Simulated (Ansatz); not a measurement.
# SnIF2 radical: basis-set convergence

Aim: see how fast density functionals converge with the basis set for SnIF2 radical.

Program: Ansatz 0.2.0, Gaussian basis. Level of theory: one geometry, several basis sets. These are calculated values, not measurements.

Plan: PBE0-D4/def2-SVP; ωB97M-V/def2-SVP; PBE0-D4/def2-QZVPP; ωB97M-V/def2-QZVPP; the functionals' def2-TZVPP values are taken from earlier runs.

### Step 1. Structure used throughout

An earlier PBE0-D4 in a triple-zeta def2 set relaxation fixed the geometry. Sn, I take the def2 core potential; no spin-orbit term is included.

SMILES `[F][Sn]([F])[I]`, 4 atoms, charge 0, spin multiplicity 2.

Atoms are counted from 1 here; the program's logs count them from 0.

Bond lengths: F1–Sn2 1.916 Å, Sn2–F3 1.916 Å, Sn2–I4 2.703 Å. Angles: F1–Sn2–F3 101.2°, F1–Sn2–I4 109.4°, F3–Sn2–I4 109.3°.

### Step 2. PBE0-D4 in def2-SVP

in.yaml reads:

```yaml
crystal:
  periodic: [false, false, false]
  atoms:
    - {symbol: F, position_ang: [-0.757538, -0.542155, 1.599872]}
    - {symbol: Sn, position_ang: [0.316580, 0.419469, 0.337179]}
    - {symbol: F, position_ang: [1.649890, -0.889475, -0.089190]}
    - {symbol: I, position_ang: [-1.153532, 0.951762, -1.868162]}
basis:
  gaussian: {orbitals: def2-SVP}
magnetization: {spin_polarized: true, initial_magnetization: 1}
hamiltonian: {xc: pbe0, dispersion: d4}
output: {orbitals: {seedname: orbitals}}
```

Run with:

```console
ansatz run in.yaml --threads 4 --pin off --events-out ev --progress --plain --max-ram 10444MiB
```

The runs that follow: ωB97M-V in def2-SVP; PBE0-D4 in def2-QZVPP; ωB97M-V in def2-QZVPP.

**Question.** What will the summary of the whole plan be? Wanted: PBE0-D4: double and triple zeta above quadruple; ωB97M-V: double and triple zeta above quadruple.

As calculated:

```
                                       quantity          value
PBE0-D4: double and triple zeta above quadruple  8.09, 0.43 eV
ωB97M-V: double and triple zeta above quadruple  8.25, 0.41 eV
```

What this shows: For PBE0-D4 the step from double to triple zeta gains 7.66 eV and the next only 0.43 eV. Total energies overstate the basis error of differences, where much of it tends to cancel.
